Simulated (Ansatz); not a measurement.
# GaH3Se3: ionisation energy by level of theory

An exercise on one series of results from a longer session: the logs are not shown, and one member is left open.

The runs use Ansatz 0.2.0, Gaussian basis; unrestricted cation, the program's frozen cores in correlated methods.

Levels to be run: UKS PBE-D4/def2-TZVPP; UKS r2SCAN-D4/def2-TZVPP; UKS PBE0-D4/def2-TZVPP; UKS B3LYP-D4/def2-TZVPP; UKS wB97X-V/def2-TZVPP; UKS wB97M-V/def2-TZVPP; then −ε(HOMO) from the neutral's earlier runs with LDA (SPW92), PBE-D4, revPBE-D4, BLYP-D4, r2SCAN-D4, B97M-V, PBE0-D4, B3LYP-D4, r2SCANh-D4, r2SCAN0-D4, HSE06-D4, BHLYP-D4, CAM-B3LYP-D4, LC-ωPBE, ωB97X-V, ωB97M-V.

### The relaxed structure

An earlier PBE0-D4 in a triple-zeta def2 set relaxation fixed the geometry.

SMILES `[SeH][Ga]([SeH])[SeH]`, 7 atoms, charge 0, spin multiplicity 1.

Atoms are counted from 1 here; the program's logs count them from 0.

Bond lengths: Se1–Ga2 2.324 Å, Se1–H5 1.468 Å, Ga2–Se3 2.323 Å, Ga2–Se4 2.325 Å, Se3–H6 1.469 Å, Se4–H7 1.469 Å. Angles: Ga2–Se1–H5 92.4°, Se1–Ga2–Se3 117.0°, Se1–Ga2–Se4 123.6°, Se3–Ga2–Se4 119.4°, Ga2–Se3–H6 92.0°, Ga2–Se4–H7 92.7°.

Set-up of the first run:

The input, in.yaml:

```yaml
crystal:
  periodic: [false, false, false]
  atoms:
    - {symbol: Se, position_ang: [-2.354651, -0.059433, 0.202635]}
    - {symbol: Ga, position_ang: [-0.037466, -0.019283, 0.375080]}
    - {symbol: Se, position_ang: [0.861390, -0.051850, 2.517251]}
    - {symbol: Se, position_ang: [1.389529, 0.050626, -1.459076]}
    - {symbol: H, position_ang: [-2.306893, -0.024164, -1.264558]}
    - {symbol: H, position_ang: [2.234828, -0.013753, 1.997678]}
    - {symbol: H, position_ang: [0.274565, 0.049958, -2.414811]}
basis:
  gaussian: {orbitals: def2-TZVPP}
total_charge: 1
magnetization: {spin_polarized: true, initial_magnetization: 1}
hamiltonian: {xc: pbe, dispersion: d4}
```

Started as:

```sh
> ansatz run in.yaml --threads 2 --pin off --events-out ev --progress --plain --max-ram 32768MiB --backend cpu
```

Steps of the session up to this table: Cation, UKS PBE-D4/def2-TZVPP; Cation, UKS r2SCAN-D4/def2-TZVPP; Cation, UKS PBE0-D4/def2-TZVPP; Cation, UKS B3LYP-D4/def2-TZVPP; Cation, UKS wB97X-V/def2-TZVPP; Cation, UKS wB97M-V/def2-TZVPP.

One of the session's tables, all rows but one given; the rest of the session is left out.

It belongs to the step «Ionisation energies side by side». Orbital estimates, from the neutral's runs:

```
  functional  −ε(HOMO) (eV)
 LDA (SPW92)           6.28
      PBE-D4           6.12
   revPBE-D4           6.07
     BLYP-D4           5.93
   r2SCAN-D4           6.42
      B97M-V           6.43
     PBE0-D4           7.25
    B3LYP-D4           7.00
  r2SCANh-D4           6.83
  r2SCAN0-D4           7.45
    HSE06-D4              ?
    BHLYP-D4           8.21
CAM-B3LYP-D4           8.50
     LC-ωPBE           9.87
     ωB97X-V           9.52
     ωB97M-V           9.38
```

**Question.** Estimate the row for HSE06-D4.

**Answer.** −ε(HOMO) (eV): 6.86. In the column «−ε(HOMO) (eV)» it lies between r2SCANh-D4 (6.83) and B3LYP-D4 (7.00).
